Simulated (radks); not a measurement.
# Filling a Woods-Saxon well (radius 3.7 bohr*, depth 9.42 hartree*, edge 0.16 bohr*), with a point charge of +2 at the centre: electrons 1 to 6

Aim: add electrons one at a time to a Woods-Saxon well (radius 3.7 bohr*, depth 9.42 hartree*, edge 0.16 bohr*), with a point charge of +2 at the centre, try the lowest free levels for each, keep the configuration of least energy, and see where shells close.

Program: radks, version 2. Model: non-relativistic spin-polarised Kohn-Sham, exchange-only LDA, spherically averaged shells. All values are calculated.

**1. What is given**

| Item | Value |
| --- | --- |
| well | a Woods-Saxon well (radius 3.7 bohr*, depth 9.42 hartree*, edge 0.16 bohr*), with a point charge of +2 at the centre |
| functional | exchange-only LDA |
| levels | named by radial order: 1s, 1p, 1d, 2s, 1f and so on |
| units | effective atomic units, hartree* and bohr* |
| configuration carried in | none |

Each count now gets its runs.

**2. Electron number 1**

Candidate: add 1s up. Settings of this run:

```ini
kind = woods-saxon
xc = LDAX
radius = 3.7  # bohr
depth = 9.42  # hartree
edge = 0.16  # bohr
z = 2  # e
electrons = 1
background = 0  # e
configuration = 1s(up 1, down 0)
```

Launch:

```bash
> python run_model.py task.json out
```

task.json names the series; the program runs every candidate in turn, and a move starts from the lowest state found so far. In the records, mag is the spin moment and err the last SCF error; their hartree and bohr are effective units.

Results of the run (chosen fields of its result record, rounded):

```text
status: converged
energy_total [hartree]: -11.3319688
energy_kinetic [hartree]: 1.918289
energy_external [hartree]: -13.33646
energy_hartree [hartree]: 0.6087607
energy_xc [hartree]: -0.5225556
energy_background [hartree]: 0.0
orbitals [level, occupation, hartree, mean radius in bohr]:
  - ["1s up", 1, -10.8974, 0.771448]
r2_mean [bohr^2]: 0.7960673
mag [bohr magneton]: 1
err: 1.3e-11
```

Kept: 1s(up 1, down 0).

**3. N = 2**

Candidate: add 1s down. Settings of this run:

```ini
kind = woods-saxon
xc = LDAX
radius = 3.7  # bohr
depth = 9.42  # hartree
edge = 0.16  # bohr
z = 2  # e
electrons = 2
background = 0  # e
configuration = 1s2
```

Results of the run (chosen fields of its result record, rounded):

```text
status: converged
energy_total [hartree]: -21.5527731
energy_kinetic [hartree]: 2.787573
energy_external [hartree]: -25.48795
energy_hartree [hartree]: 2.016753
energy_xc [hartree]: -0.869149
energy_background [hartree]: 0.0
orbitals [level, occupation, hartree, mean radius in bohr]:
  - ["1s up", 1, -9.91287, 0.938522]
  - ["1s down", 1, -9.91287, 0.938522]
r2_mean [bohr^2]: 1.193338
mag [bohr magneton]: 0
err: 2.3e-10
alpha [bohr^3]: 1.279338
```

Candidate: add 1p up. Changed: configuration = 1s(up 1, down 0) 1p(up 1, down 0).

Result:

```text
status: converged
energy_total [hartree]: -20.5850806
energy_kinetic [hartree]: 2.554664
energy_external [hartree]: -23.74571
energy_hartree [hartree]: 1.370045
energy_xc [hartree]: -0.7640841
energy_background [hartree]: 0.0
orbitals [level, occupation, hartree, mean radius in bohr]:
  - ["1s up", 1, -10.3929, 0.808094]
  - ["1p up", 1, -9.07686, 1.97517]
r2_mean [bohr^2]: 2.594294
mag [bohr magneton]: 2
err: 5.8e-10
```

| candidate | configuration | above the lowest (hartree*) |
| --- | --- | --- |
| add 1s down | 1s2 | lowest |
| add 1p up | 1s(up 1, down 0) 1p(up 1, down 0) | 0.968 |

Kept: 1s2.

**4. 3 electrons**

Candidate: add 1p up. Settings of this run:

```ini
kind = woods-saxon
xc = LDAX
radius = 3.7  # bohr
depth = 9.42  # hartree
edge = 0.16  # bohr
z = 2  # e
electrons = 3
background = 0  # e
configuration = 1s2 1p(up 1, down 0)
```

Results of the run (chosen fields of its result record, rounded):

```text
status: converged
energy_total [hartree]: -30.3049652
energy_kinetic [hartree]: 3.327686
energy_external [hartree]: -35.70704
energy_hartree [hartree]: 3.164707
energy_xc [hartree]: -1.090315
energy_background [hartree]: 0.0
orbitals [level, occupation, hartree, mean radius in bohr]:
  - ["1s up", 1, -9.47388, 1.0031]
  - ["1p up", 1, -8.58836, 2.12509]
  - ["1s down", 1, -9.44146, 0.953087]
r2_mean [bohr^2]: 2.504414
mag [bohr magneton]: 1
err: 1.8e-09
```

Candidate: add 2s up. Changed: configuration = 1s2 2s(up 1, down 0).

Result:

```text
status: converged
energy_total [hartree]: -30.199756
energy_kinetic [hartree]: 3.826898
energy_external [hartree]: -36.14201
energy_hartree [hartree]: 3.256367
energy_xc [hartree]: -1.141009
energy_background [hartree]: 0.0
orbitals [level, occupation, hartree, mean radius in bohr]:
  - ["1s up", 1, -9.45308, 1.00984]
  - ["2s up", 1, -8.48336, 2.08471]
  - ["1s down", 1, -9.38728, 1.01317]
r2_mean [bohr^2]: 2.649624
mag [bohr magneton]: 1
err: 4.6e-10
```

Candidate: move 1p up to 2s up: the same state as a run above.

| candidate | configuration | above the lowest (hartree*) |
| --- | --- | --- |
| add 1p up | 1s2 1p(up 1, down 0) | lowest |
| add 2s up | 1s2 2s(up 1, down 0) | 0.105 |
| move 1p up to 2s up | 1s2 2s(up 1, down 0) | 0.105 |

Kept: 1s2 1p(up 1, down 0).

**5. 4 electrons**

Candidate: add 1p up. Settings of this run:

```ini
kind = woods-saxon
xc = LDAX
radius = 3.7  # bohr
depth = 9.42  # hartree
edge = 0.16  # bohr
z = 2  # e
electrons = 4
background = 0  # e
configuration = 1s2 1p(up 2, down 0)
```

Results of the run (chosen fields of its result record, rounded):

```text
status: converged
energy_total [hartree]: -38.718354
energy_kinetic [hartree]: 3.873007
energy_external [hartree]: -45.88739
energy_hartree [hartree]: 4.676342
energy_xc [hartree]: -1.380315
energy_background [hartree]: 0.0
orbitals [level, occupation, hartree, mean radius in bohr]:
  - ["1s up", 1, -9.04066, 1.05311]
  - ["1p up", 2, -8.23671, 2.17542]
  - ["1s down", 1, -8.98804, 0.968138]
r2_mean [bohr^2]: 3.257437
mag [bohr magneton]: 2
err: 3.8e-10
```

Candidate: add 2s up. Changed: configuration = 1s2 1p(up 1, down 0) 2s(up 1, down 0).

Result:

```text
status: converged
energy_total [hartree]: -38.6114631
energy_kinetic [hartree]: 4.388344
energy_external [hartree]: -46.35647
energy_hartree [hartree]: 4.781313
energy_xc [hartree]: -1.424653
energy_background [hartree]: 0.0
orbitals [level, occupation, hartree, mean radius in bohr]:
  - ["1s up", 1, -9.01893, 1.06688]
  - ["1p up", 1, -8.23545, 2.18844]
  - ["2s up", 1, -8.12843, 2.07054]
  - ["1s down", 1, -8.92222, 1.0421]
r2_mean [bohr^2]: 3.34225
mag [bohr magneton]: 2
err: 6.9e-11
```

Candidate: add 1p down. Changed: configuration = 1s2 1p(up 1, down 1).

Result:

```text
status: converged
energy_total [hartree]: -38.6452127
energy_kinetic [hartree]: 3.843446
energy_external [hartree]: -45.85244
energy_hartree [hartree]: 4.664071
energy_xc [hartree]: -1.300292
energy_background [hartree]: 0.0
orbitals [level, occupation, hartree, mean radius in bohr]:
  - ["1s up", 1, -9.02455, 1.01859]
  - ["1p up", 1, -8.18274, 2.17378]
  - ["1s down", 1, -9.02455, 1.01859]
  - ["1p down", 1, -8.18274, 2.17378]
r2_mean [bohr^2]: 3.267372
mag [bohr magneton]: 0
err: 7.9e-10
```

Candidate: move 1p up to 2s up: the same state as a run above.

Candidate: move 1p up to 1p down: the same state as a run above.

| candidate | configuration | above the lowest (hartree*) |
| --- | --- | --- |
| add 1p up | 1s2 1p(up 2, down 0) | lowest |
| add 2s up | 1s2 1p(up 1, down 0) 2s(up 1, down 0) | 0.107 |
| add 1p down | 1s2 1p(up 1, down 1) | 0.0731 |
| move 1p up to 2s up | 1s2 1p(up 1, down 0) 2s(up 1, down 0) | 0.107 |
| move 1p up to 1p down | 1s2 1p(up 1, down 1) | 0.0731 |

Lowest: 1s2 1p(up 2, down 0).

From the same record, its empty bound levels (hartree) and its density (bohr, e/bohr³):

```text
empty: [["1d up", -7.7552], ["2s up", -8.1293], ["1f up", -7.2013], ["1p down", -8.071], ["1d down", -7.5812], ["2s down", -7.9894], ["1f down", -7.0289]]
r: [0.07219, 0.2536, 0.435, 0.6164, 0.7978, 0.9792, 1.161, 1.342, 1.523, 1.705, 1.886, 2.068, 2.249, 2.431, 2.612, 2.793, 2.975, 3.156, 3.338, 3.519]
n: [2.443, 1.212, 0.6254, 0.3391, 0.1952, 0.1207, 0.08099, 0.05918, 0.04645, 0.03827, 0.03232, 0.02727, 0.02259, 0.01803, 0.01367, 0.009676, 0.006222, 0.003536, 0.001686, 0.0006459]
```

**6. Electron number 5**

Candidate: add 1p up. Settings of this run:

```ini
kind = woods-saxon
xc = LDAX
radius = 3.7  # bohr
depth = 9.42  # hartree
edge = 0.16  # bohr
z = 2  # e
electrons = 5
background = 0  # e
configuration = 1s2 1p(up 3, down 0)
```

Results of the run (chosen fields of its result record, rounded):

```text
status: converged
energy_total [hartree]: -46.7770636
energy_kinetic [hartree]: 4.416256
energy_external [hartree]: -56.01777
energy_hartree [hartree]: 6.534357
energy_xc [hartree]: -1.709902
energy_background [hartree]: 0.0
orbitals [level, occupation, hartree, mean radius in bohr]:
  - ["1s up", 1, -8.6192, 1.10032]
  - ["1p up", 3, -7.88063, 2.21939]
  - ["1s down", 1, -8.55159, 0.981896]
r2_mean [bohr^2]: 3.778906
mag [bohr magneton]: 3
err: 5e-10
```

Candidate: add 2s up. Changed: configuration = 1s2 1p(up 2, down 0) 2s(up 1, down 0).

Result:

```text
status: converged
energy_total [hartree]: -46.6688787
energy_kinetic [hartree]: 4.943259
energy_external [hartree]: -56.51619
energy_hartree [hartree]: 6.653088
energy_xc [hartree]: -1.749039
energy_background [hartree]: 0.0
orbitals [level, occupation, hartree, mean radius in bohr]:
  - ["1s up", 1, -8.59557, 1.12023]
  - ["1p up", 2, -7.8792, 2.23031]
  - ["2s up", 1, -7.7692, 2.05662]
  - ["1s down", 1, -8.47563, 1.07067]
r2_mean [bohr^2]: 3.828412
mag [bohr magneton]: 3
err: 1e-10
```

Candidate: add 1p down. Changed: configuration = 1s2 1p(up 2, down 1).

Result:

```text
status: converged
energy_total [hartree]: -46.658461
energy_kinetic [hartree]: 4.37584
energy_external [hartree]: -55.96952
energy_hartree [hartree]: 6.516761
energy_xc [hartree]: -1.581546
energy_background [hartree]: 0.0
orbitals [level, occupation, hartree, mean radius in bohr]:
  - ["1s up", 1, -8.60934, 1.06798]
  - ["1p up", 2, -7.8417, 2.21883]
  - ["1s down", 1, -8.58851, 1.03553]
  - ["1p down", 1, -7.78762, 2.21752]
r2_mean [bohr^2]: 3.791108
mag [bohr magneton]: 1
err: 6.6e-11
```

Candidate: move 1p up to 2s up: the same state as a run above.

Candidate: move 1p up to 1p down: the same state as a run above.

| candidate | configuration | above the lowest (hartree*) |
| --- | --- | --- |
| add 1p up | 1s2 1p(up 3, down 0) | lowest |
| add 2s up | 1s2 1p(up 2, down 0) 2s(up 1, down 0) | 0.108 |
| add 1p down | 1s2 1p(up 2, down 1) | 0.119 |
| move 1p up to 2s up | 1s2 1p(up 2, down 0) 2s(up 1, down 0) | 0.108 |
| move 1p up to 1p down | 1s2 1p(up 2, down 1) | 0.119 |

Kept: 1s2 1p(up 3, down 0).

**7. Electron number 6**

Candidate: add 2s up. Settings of this run:

```ini
kind = woods-saxon
xc = LDAX
radius = 3.7  # bohr
depth = 9.42  # hartree
edge = 0.16  # bohr
z = 2  # e
electrons = 6
background = 0  # e
configuration = 1s2 1p(up 3, down 0) 2s(up 1, down 0)
```

Results of the run (chosen fields of its result record, rounded):

```text
status: converged
energy_total [hartree]: -54.3700994
energy_kinetic [hartree]: 5.496778
energy_external [hartree]: -66.62572
energy_hartree [hartree]: 8.862159
energy_xc [hartree]: -2.103312
energy_background [hartree]: 0.0
orbitals [level, occupation, hartree, mean radius in bohr]:
  - ["1s up", 1, -8.18344, 1.17266]
  - ["1p up", 3, -7.52356, 2.2688]
  - ["2s up", 1, -7.41062, 2.04003]
  - ["1s down", 1, -8.04433, 1.09893]
r2_mean [bohr^2]: 4.204971
mag [bohr magneton]: 4
err: 1.5e-09
```

Candidate: add 1p down. Changed: configuration = 1s2 1p(up 3, down 1).

Result:

```text
status: converged
energy_total [hartree]: -54.3266837
energy_kinetic [hartree]: 4.91307
energy_external [hartree]: -66.04397
energy_hartree [hartree]: 8.708278
energy_xc [hartree]: -1.904066
energy_background [hartree]: 0.0
orbitals [level, occupation, hartree, mean radius in bohr]:
  - ["1s up", 1, -8.20266, 1.1142]
  - ["1p up", 3, -7.49439, 2.25837]
  - ["1s down", 1, -8.16602, 1.05155]
  - ["1p down", 1, -7.40123, 2.25684]
r2_mean [bohr^2]: 4.190273
mag [bohr magneton]: 2
err: 1.9e-10
```

Candidate: add 2s down. Changed: configuration = 1s2 1p(up 3, down 0) 2s(up 0, down 1).

Result:

```text
status: converged
energy_total [hartree]: -54.2549704
energy_kinetic [hartree]: 5.411279
energy_external [hartree]: -66.48552
energy_hartree [hartree]: 8.79261
energy_xc [hartree]: -1.973341
energy_background [hartree]: 0.0
orbitals [level, occupation, hartree, mean radius in bohr]:
  - ["1s up", 1, -8.14532, 1.21158]
  - ["1p up", 3, -7.50262, 2.25835]
  - ["1s down", 1, -8.14222, 1.06046]
  - ["2s down", 1, -7.32475, 2.13203]
r2_mean [bohr^2]: 4.231986
mag [bohr magneton]: 2
err: 1.3e-10
```

Candidate: move 2s up to 1p down: the same state as a run above.

Candidate: move 2s up to 2s down: the same state as a run above.

| candidate | configuration | above the lowest (hartree*) |
| --- | --- | --- |
| add 2s up | 1s2 1p(up 3, down 0) 2s(up 1, down 0) | lowest |
| add 1p down | 1s2 1p(up 3, down 1) | 0.0434 |
| add 2s down | 1s2 1p(up 3, down 0) 2s(up 0, down 1) | 0.115 |
| move 2s up to 1p down | 1s2 1p(up 3, down 1) | 0.0434 |
| move 2s up to 2s down | 1s2 1p(up 3, down 0) 2s(up 0, down 1) | 0.115 |

Kept: 1s2 1p(up 3, down 0) 2s(up 1, down 0).

**8. Trends over these counts**

| N | configuration | unpaired | chemical potential (hartree*) | addition energy (hartree*) | rms radius (bohr*) |
| --- | --- | --- | --- | --- | --- |
| 1 | 1s(up 1, down 0) | 1 | -11.33 | 1.11 | 0.892 |
| 2 | 1s2 | 0 | -10.22 | 1.47 | 1.09 |
| 3 | 1s2 1p(up 1, down 0) | 1 | -8.752 | 0.339 | 1.58 |
| 4 | 1s2 1p(up 2, down 0) | 2 | -8.413 | 0.355 | 1.80 |
| 5 | 1s2 1p(up 3, down 0) | 3 | -8.059 | 0.466 | 1.94 |
| 6 | 1s2 1p(up 3, down 0) 2s(up 1, down 0) | 4 | -7.593 | - | 2.05 |

Chemical potential E(N) - E(N-1); addition energy E(N+1) + E(N-1) - 2E(N).

Density of N = 6:

r (bohr*), 4πr² × density and a bar:
```
     0.08       0.23 ###
     0.39       1.58 ##################
     0.70       1.75 ####################
     1.01       1.51 #################
     1.32       1.46 ################
     1.63       1.75 ####################
     1.94       2.25 #########################
     2.25       2.66 ##############################
     2.56       2.64 ##############################
     2.87       2.04 #######################
     3.17       1.10 ############
     3.48       0.34 ####
     3.79       0.05 #
     4.10       0.00
```

**9. Summary of results**

| quantity | value |
| --- | --- |
| closed shells at N | 2 |
| largest addition energy | 1.47 hartree* at N = 2 (of N = 1 to 5) |
| most unpaired electrons | 4 at N = 6 |
| polarisability at N = 2 | 1.279 bohr*³ |
| configuration at N = 6 | 1s2 1p(up 3, down 0) 2s(up 1, down 0) |

**Reading.** Shells close at N = 2, and the second difference peaks there. The largest moment in range is 4, first at N = 6: exchange favours parallel spins in open shells. Spherical averaging forbids deformation, and the greedy search can miss a lower configuration.
